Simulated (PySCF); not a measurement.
# TiO₂: relaxation and vibrations of the singlet

Aim: relax TiO₂ as a singlet from a bent start, check by its vibrations whether the end is a minimum, and collect its spectrum and constants.

The runs use PySCF 2.14.0; PBE, basis Ti def2-TZVP, O def2-TZVP, no relativity, density fitting.

### Step 1. Where the work starts

3 atoms, charge 0, spin multiplicity 1.

Bond lengths: Ti1–O2 1.740 Å, Ti1–O3 1.740 Å. Angles: O2–Ti1–O3 110.0°.

```xyz
3
charge 0 multiplicity 1
Ti    0.0000    0.0000    0.0000
O     1.4253    0.0000    0.9980
O    -1.4253    0.0000    0.9980
```

### Step 2. The SCF at the typed geometry

The steps below are one call of a driver around PySCF. For each, scf.py gives the equivalent set-up of the SCF; relaxations use the driver's own optimiser. After this first run the driver tries any further starts and a stability analysis.

Contents of scf.py:

```python
from pyscf import gto, scf, dft
mol = gto.M(atom='''
Ti     0.000000     0.000000     0.000000
O      1.425300     0.000000     0.998000
O     -1.425300     0.000000     0.998000''',
    basis={'Ti': 'def2-TZVP', 'O': 'def2-TZVP'},
    charge=0, spin=0)
mf = dft.RKS(mol, xc='PBE')
mf.grids.atom_grid = (50, 194)
aux = {'Ti': 'def2-universal-JKFIT', 'O': 'def2-universal-JKFIT'}
mf = mf.density_fit(auxbasis=aux)
mf.conv_tol = 1e-08
mf.diis_space = 10
mf.max_cycle = 60
mf.init_guess = 'minao'
mf.verbose = 4
mf.kernel()
```

Run with:

```console
$ OMP_NUM_THREADS=2 python axn.py task.json out
```

Further steps of the session: Relaxing the singlet from the bent start; Hessian and properties.

**Question.** What will these runs give? Wanted: minimum; geometry; wavenumbers; dipole moment; highest occupied, lowest empty level; polar-tensor charge of Ti1; zero-point energy; atomisation energy.

**Answer**, as computed:

| quantity | value |
| --- | --- |
| minimum | singlet, C2v |
| geometry | Ti–O 1.650 Å (×2); O–Ti–O 110.6° |
| wavenumbers (cm⁻¹) | 346 (a1), 955 (b2), 992 (a1) |
| dipole moment | 6.49 D |
| highest occupied, lowest empty level | -5.71, -3.50 eV |
| polar-tensor charge of Ti1 | +1.64 e |
| zero-point energy | 13.7 kJ/mol |
| entropy at 298.15 K | 258.8 J/(mol K) |
| atomisation energy (no zero-point energy) | 1455 kJ/mol |

In words: The molecule stays C2v, as typed, and the end point is a minimum. The strongest infrared band lies at 955 cm⁻¹ (b2, stretch). With 6.5 D the molecule is strongly polar. Only this shape and spin were tried, so other structures or states may lie lower.
